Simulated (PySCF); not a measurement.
# C8H7N: the cost of one run

Programs: PySCF 2.14.0, with density-fitted response routines of our own. Each step states its level of theory. These are calculated values for one molecule, in the gas phase or a continuum, unless marked as measured. Atoms are numbered from 0 throughout.

## (1) The starting structure

16 atoms, charge 0, multiplicity 1; geometry from: GFN2-xTB. The atoms were then displaced at random by about 0.01 Å, so the start is not that level's minimum.

Bonds of the start (Å): C0–C1 1.47, C1–C2 1.22, C2–C3 1.37, C3–C4 1.40, C4–C5 1.39, C5–C6 1.38, C6–C7 1.39, C7–N8 1.30, N8–C3 1.34, C0–H9 1.08, C0–H10 1.07, C0–H11 1.11, C4–H12 1.07, C5–H13 1.09, C6–H14 1.09, C7–H15 1.08.

## (2) Optimising the geometry at PBE0-D3(BJ)/def2-SVP

What the job is given:

```
{"job": {"xc": "PBE0", "basis": "def2-SVP", "d3": "d3bj", "grid": 1, "shake": 0.01, "kind": "geom"}, "charge": 0, "multiplicity": 1}
C      3.702760    -0.779410    -0.286670
C      2.264410    -0.498880    -0.148250
C      1.073050    -0.278580    -0.033980
C     -0.258400    -0.012540     0.126900
C     -0.742840     0.763860     1.187730
C     -2.100360     1.009590     1.315960
C     -2.948810     0.452090     0.380770
C     -2.395890    -0.306630    -0.643770
N     -1.122330    -0.538250    -0.748970
H      4.055870    -1.269300     0.604420
H      3.851080    -1.381180    -1.157100
H      4.228010     0.186680    -0.402420
H     -0.060230     1.187970     1.894580
H     -2.495930     1.610400     2.137040
H     -4.028390     0.603360     0.439080
H     -3.041050    -0.751560    -1.387080
```

Command:

```bash
OMP_NUM_THREADS=1 python probes_run.py task.json out
```

The driver reads the jobs from task.json and runs them one after another.

Q: Estimate the wall time and peak memory of this first job on 1 thread of Arm Neoverse V1, shared host.

About 77 s, with a peak of 0.63 GiB.
